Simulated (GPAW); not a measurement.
# MoS2 (P6_3/mmc) in GPAW: single point with LDA

Aim: the single point of MoS2 with LDA.

All numbers are computed with GPAW 26.7.0; they aren't measurements. Logs are shortened: lines on timing, memory, paths and dates and some standing lists are left out, and cuts for length are marked. The log counts tension as positive stress, the text compression.

**The experiment to reproduce.**

“Multiwavelength excitation Raman Scattering Analysis of bulk and 2 dimensional MoS2: Vibrational properties of atomically thin MoS2 layers”, 2015, arxiv:1506.03228 reports, for a bulk crystal of MoS2 at 300 K: band gap 1.3 eV (indirect).

How close the calculation comes is told below.

**1. The crystal as given**

Symmetry: P6_3/mmc, No. 194, hexagonal system. The conventional cell has a = 3.161 Å, b = 3.161 Å, c = 12.295 Å, α = 90.00°, β = 90.00°, γ = 120.00°. Mo (site symmetry -6m2) has 6 S at 2.37 Å as nearest neighbours. S (site symmetry 3m) has 3 Mo at 2.37 Å as nearest neighbours.

**2. Single point, LDA**

Input file run.py:

```python
from ase import Atoms
from ase.dft.bandgap import bandgap
from ase.io import write
from ase.units import GPa
from gpaw import GPAW, PW

atoms = Atoms(['Mo', 'Mo', 'S', 'S', 'S', 'S'],
              cell=[[3.161001521, 0.0, 0.0],
                    [-1.5805007605, 2.7375076186, 0.0],
                    [0.0, 0.0, 12.2949997]],
              scaled_positions=[[0.3333333333, 0.6666666667, 0.25],
                                [0.6666666666, 0.3333333334, 0.75],
                                [0.3333333333, 0.6666666667, 0.6275],
                                [0.6666666666, 0.3333333334, 0.1275],
                                [0.3333333333, 0.6666666667, 0.8725],
                                [0.6666666666, 0.3333333334, 0.3725]],
              pbc=True)

calc = GPAW(mode=PW(500),
            xc='LDA',
            kpts={'size': (8, 8, 2), 'gamma': True},
            occupations={'name': 'fermi-dirac', 'width': 0.05},
            nbands=46,
            maxiter=120,
            txt='gpaw.txt')
atoms.calc = calc
energy = atoms.get_potential_energy()
forces = atoms.get_forces()
stress = atoms.get_stress()
calc.write('gs.gpw')
write('result.traj', atoms)
print(f'Energy: {energy:.6f} eV')
print('Forces (eV/A):')
print(forces.round(4))
print('Stress (GPa):', (stress / GPa).round(3))
print('Fermi level:', round(calc.get_fermi_level(), 4), 'eV')
print(f'Gap: {bandgap(calc)[0]:.4f} eV, direct: {bandgap(calc, direct=True)[0]:.4f} eV')
```

Potentials or basis: the program's PAW data sets (release 1.2.1) made for this functional, pw.

Started as:

```sh
OMP_NUM_THREADS=1 python run.py
```

gpaw.txt:

```text
__  _  _
 | _ |_)|_||  |
 |__||  | ||/\| - 26.7.0

Input parameters:
  mode=PW(ecut=500.0),
  kpts=MonkhorstPack(size=(8, 8, 2), gamma=True),
  maxiter=120,
  nbands=46,
  occupations=Occupations(name='fermi-dirac', width=0.05),
  xc=XC(name='LDA')

Diagonalizing LCAO Hamiltonian
Converting LCAO to pw mode

        S

           Mo
        S

           S
        Mo

           S

Atoms  # Å, Bohr magnetons
|   | symbol |         x |        y |         z |    initial magnetic moments |
|---|--------|-----------|----------|-----------|-----------------------------|
| 0 |     Mo | -0.000000 | 1.825005 |  3.073750 | ( 0.0000,  0.0000,  0.0000) |
| 1 |     Mo |  1.580501 | 0.912503 |  9.221250 | ( 0.0000,  0.0000,  0.0000) |
| 2 |      S | -0.000000 | 1.825005 |  7.715112 | ( 0.0000,  0.0000,  0.0000) |
| 3 |      S |  1.580501 | 0.912503 |  1.567612 | ( 0.0000,  0.0000,  0.0000) |
| 4 |      S | -0.000000 | 1.825005 | 10.727387 | ( 0.0000,  0.0000,  0.0000) |
| 5 |      S |  1.580501 | 0.912503 |  4.579887 | ( 0.0000,  0.0000,  0.0000) |

Unit cell  # Å
| periodic |         x |        y |         z |   lengths |     angles |
|----------|-----------|----------|-----------|-----------|------------|
|      yes |  3.161002 | 0.000000 |  0.000000 |  3.161002 |  90.000000 |
|      yes | -1.580501 | 2.737508 |  0.000000 |  3.161002 |  90.000000 |
|      yes |  0.000000 | 0.000000 | 12.295000 | 12.295000 | 120.000000 |

Number of symmetries: 12
Symmetry operations  # r_c * U_cc + t_c -> r_c
|    | kind |            matrix            |
|----|------|------------------------------|
|  0 |  σ   |  1, 1, 0,  0,-1, 0,  0, 0, 1 |
|  1 |  S6  |  1, 1, 0, -1, 0, 0,  0, 0,-1 |
|  2 |  E   |  1, 0, 0,  0, 1, 0,  0, 0, 1 |
|  3 |  C2  |  1, 0, 0, -1,-1, 0,  0, 0,-1 |
|  4 |  C2  |  0, 1, 0,  1, 0, 0,  0, 0,-1 |
|  5 |  C3  |  0, 1, 0, -1,-1, 0,  0, 0, 1 |
|  6 |  S6  |  0,-1, 0,  1, 1, 0,  0, 0,-1 |
|  7 |  σ   |  0,-1, 0, -1, 0, 0,  0, 0, 1 |
|  8 |  σ   | -1, 0, 0,  1, 1, 0,  0, 0, 1 |
|  9 |  i   | -1, 0, 0,  0,-1, 0,  0, 0,-1 |
| 10 |  C3  | -1,-1, 0,  1, 0, 0,  0, 0, 1 |
| 11 |  C2  | -1,-1, 0,  0, 1, 0,  0, 0,-1 |

BZ-sampling:
  Number of BZ points: 128
  Number of IBZ points: 20

  Monkhorst-Pack size: [8, 8, 2]
  Monkhorst-Pack shift: [0.0625, 0.0625, 0.25]

K-points  # in reciprocal-cell coordinates
|     |                                coordinates |     weight |
|-----|--------------------------------------------|------------|
|   0 | (  0.00000000,   0.00000000,   0.00000000) | 0.00781250 |
|   1 | (  0.00000000,   0.00000000,   0.50000000) | 0.00781250 |
|   2 | (  0.12500000,   0.00000000,   0.00000000) | 0.04687500 |
|   3 | (  0.12500000,   0.00000000,   0.50000000) | 0.04687500 |
|   4 | (  0.25000000,  -0.12500000,   0.00000000) | 0.04687500 |
|   5 | (  0.25000000,  -0.12500000,   0.50000000) | 0.04687500 |
|   6 | (  0.25000000,   0.00000000,   0.00000000) | 0.04687500 |
|   7 | (  0.25000000,   0.00000000,   0.50000000) | 0.04687500 |
|   8 | (  0.37500000,  -0.12500000,   0.00000000) | 0.09375000 |
|   9 | (  0.37500000,  -0.12500000,   0.50000000) | 0.09375000 |
| ... |                                            |            |
|  19 | (  0.50000000,   0.50000000,   0.50000000) | 0.02343750 |

Plane wave coefficients: 2736
Cutoff: 500.0 eV

Spin-components: 1 (collinear spins)
Bands:           46
Projectors:      32
Spin-degeneracy: 2
Datatype:        complex128

Parallelization:
  kpt:    1
  domain: 1
  band:   1

Density:
  Valence electrons: 52.0
  Components: 1
  Grid points: [18 18 64]
  Charge: 0.0  # |e|

Potential:
  Grid points: [18 18 64]

species:
  Mo:
    name:    Molybdenum
    Z:       42.0
    valence: 14
    core:    28
    charge:  0.0  # [|e|]
    compensation charges:
      type: gauss
      rc: 0.38  # [Å]
      lmax: 2
    cutoffs:
      filter: 2.16  # [Å]
      core: 1.42  # [Å]
    projectors
    | kind |    occ | energy [eV] | rcut [Å] |
    |------|--------|-------------|----------|
    |   4s |  2.000 |     -64.384 |    1.238 |
    |   5s |  1.000 |      -4.319 |    1.238 |
    |   4p |  6.000 |     -38.595 |    1.296 |
    |   5p |  0.000 |      -1.161 |    1.296 |
    |   4d |  5.000 |      -3.933 |    1.296 |
    |    d |        |      23.278 |    1.296 |

    Using partial waves for Mo as LCAO basis

  S:
    name:    Sulfur
    Z:       16.0
    valence: 6
    core:    10
    charge:  0.0  # [|e|]
    compensation charges:
      type: gauss
      rc: 0.24  # [Å]
      lmax: 2
    cutoffs:
      filter: 1.77  # [Å]
      core: 1.66  # [Å]
    projectors
    | kind |    occ | energy [eV] | rcut [Å] |
    |------|--------|-------------|----------|
    |   3s |  2.000 |     -17.278 |    0.974 |
    |   3p |  4.000 |      -7.106 |    0.979 |
    |    s |        |       9.933 |    0.974 |
    |    p |        |      20.105 |    0.979 |
    |    d |        |       0.000 |    0.900 |

    Using partial waves for S as LCAO basis

Reference energy: -263337.961849  # eV

eigensolver:
  PPCG
  Converge bands: occupied
  niter=2

density mixing:
  MSR1-Mixer
  Pratt-step length: 0.05
  Maximum mixing coefficient: 0.75
  Old densities: 10
  SVD Regularization: 0.005
  Good broyden scale: 1.0
  Trust region scale: 1.0
  Backstep threshold: 4.0
  History deletion threshold: 6.0
  Fourier metric: weight=20.0, sigma=0.015

occupation numbers:
  Fermi-Dirac:
    width: 0.0500  # eV

poisson solver:
  ecut: 4000.0  # eV

xc functional:
  name: None

convergence criteria:
- Maximum [total energy] change in last 3 cyles: 0.0005 eV / valence electron
- Maximum integral of absolute [dens]ity change: 0.0001 electrons / valence electron
- Maximum integral of absolute [eigenst]ate change: 4e-08 eV^2 / valence electron
maximum number of iterations: 120

SCF iterations
|iter     | |      energy | eigst |  dens |
|---------|-|-------------|-------|-------|
|iter:   1| |  -52.497490 | +0.55 |       |
|iter:   2| |  -51.822810 | -1.13 | -1.00 |
|iter:   3| |  -49.840791 | -1.12 | -1.07 |
|iter:   4| |  -49.662441 | -1.96 | -1.46 |
|iter:   5| |  -49.650286 | -2.53 | -1.79 |
|iter:   6| |  -49.672146c| -2.89 | -2.03 |
|iter:   7| |  -49.628821 | -3.19 | -2.05 |
|iter:   8| |  -49.628814 | -5.00 | -3.06 |
|iter:   9| |  -49.628816c| -6.04 | -3.50 |
|iter:  10| |  -49.628816c| -7.40c| -4.41c|

Converged in 10 steps
Energy contributions relative to reference atoms: (reference = -263337.961849)

Energy contributions:
  Kinetic:           8.884649
  Coulomb:         -18.392723
  Zero:             -0.356643
  External:          0.000000
  Xc:              -39.764092
  Entropy:          -0.000013
  Spinorbit:         0.000000
  ----------------------------
  Free energy:     -49.628822
  Extrapolated:    -49.628816

dipole moment: (0.000001, 0.000002, 0.000007)  # |e|*Ang

Fermi level: 8.553
Eigenvalues  # (at kpt = [0.000, 0.000, 0.000])
| band index |      eig [eV] | occ [0-2] |
|------------|---------------|-----------|
|          0 |       -53.372 |     2.000 |
|        ... |               |           |
|         18 |         4.676 |     2.000 |
|         19 |         5.606 |     2.000 |
|         20 |         5.606 |     2.000 |
|         21 |         5.642 |     2.000 |
|         22 |         5.642 |     2.000 |
|         23 |         6.899 |     2.000 |
|         24 |         7.012 |     2.000 |
|         25 |         8.197 |     1.998 |
|         26 |        10.158 |     0.000 |
|         27 |        10.158 |     0.000 |
|         28 |        10.173 |     0.000 |
|         29 |        10.173 |     0.000 |
|         30 |        10.501 |     0.000 |
|         31 |        10.501 |     0.000 |
|         32 |        10.650 |     0.000 |
|         33 |        10.650 |     0.000 |
|        ... |               |           |
|         45 |        20.549 |     0.000 |

Gap: 0.872 eV
Transition (v -> c):
  (s=0, k=0, n=25, [0.00, 0.00, 0.00]) -> (s=0, k=12, n=26, [0.38, 0.38, 0.00])
Direct/indirect transitions are different
Direct gap: 1.909 eV
Transition at: (s=0, k=12, n=25, [0.38, 0.38, 0.00])

Forces  # eV/Ang
|        x |        y |        z |
|----------|----------|----------|
| -0.00000 |  0.00000 | -0.00022 |  # Mo   0
|  0.00000 |  0.00000 |  0.00022 |  # Mo   1
| -0.00000 |  0.00000 | -0.68666 |  # S    2
| -0.00000 |  0.00000 | -0.68886 |  # S    3
|  0.00000 | -0.00000 |  0.68886 |  # S    4
| -0.00000 | -0.00000 |  0.68666 |  # S    5

Stress tensor  # eV/Ang^3
|         x |        y |         z |
|-----------|----------|-----------|
|  0.011444 | 0.000000 |  0.000000 |
| -0.000000 | 0.011444 |  0.000000 |
|  0.000000 | 0.000000 | -0.030926 |

# Writing to gs.gpw (mode='')
```

Wall time 46 s (1 thread of Arm Neoverse V2, shared host); peak memory 0.21 GiB.

What came out:

```yaml
Free_energy: -49.6288 eV
Pressure: 0.4 GPa
Largest_force: 0.689 eV/Å
Band_gap_on_the_k_mesh: 0.87 eV, indirect (least direct gap 1.91 eV)
```

Forces on the atoms (eV/Å):
```
Mo   0.000  0.000  0.000
Mo   0.000  0.000  0.000
S    0.000  0.000 -0.687
S    0.000  0.000 -0.689
S    0.000  0.000  0.689
S    0.000  0.000  0.687
```

Stress tensor (GPa, compression positive):
```
-1.83  0.00  0.00
 0.00 -1.83  0.00
 0.00  0.00  4.95
```

Levels at points of the mesh, in eV from the valence-band top:
| k point | band 22 | band 23 | band 24 | band 25 | band 26 | band 27 | band 28 | band 29 | band 30 | band 31 |
| --- | --- | --- | --- | --- | --- | --- | --- | --- | --- | --- |
| (0.00, 0.00, 0.00) | -2.55 | -2.55 | -1.30 | -1.19 | 0.00 | 1.96 | 1.96 | 1.98 | 1.98 | 2.30 |
| (0.00, 0.00, 0.50) | -2.57 | -2.57 | -2.57 | -0.29 | -0.29 | 1.97 | 1.97 | 1.97 | 1.97 | 2.38 |
| (0.50, 0.50, 0.00) | -2.52 | -2.03 | -1.88 | -1.60 | -1.46 | 1.34 | 1.39 | 1.83 | 2.03 | 2.78 |
| (0.50, 0.50, 0.50) | -2.64 | -1.96 | -1.96 | -1.52 | -1.52 | 1.36 | 1.36 | 1.94 | 1.94 | 3.11 |

Caveat: the cutoff is short for stress and forces, so pressures can be off by a GPa or more.

**3. Against experiment**

Step 2. Measured gap of MoS2: 1.3 eV (indirect; 300 K; “Multiwavelength excitation Raman Scattering Analysis of bulk and 2 dimensional MoS2: Vibrational properties of atomically thin MoS2 layers”, 2015, arxiv:1506.03228). This calculation gives 0.87 eV (-0.43 eV). Spin-orbit coupling on Mo is left out. The value is that of LDA on a finite k mesh, which can miss the band edges, without temperature or zero-point motion. Semilocal functionals fall short of measured gaps as a rule.
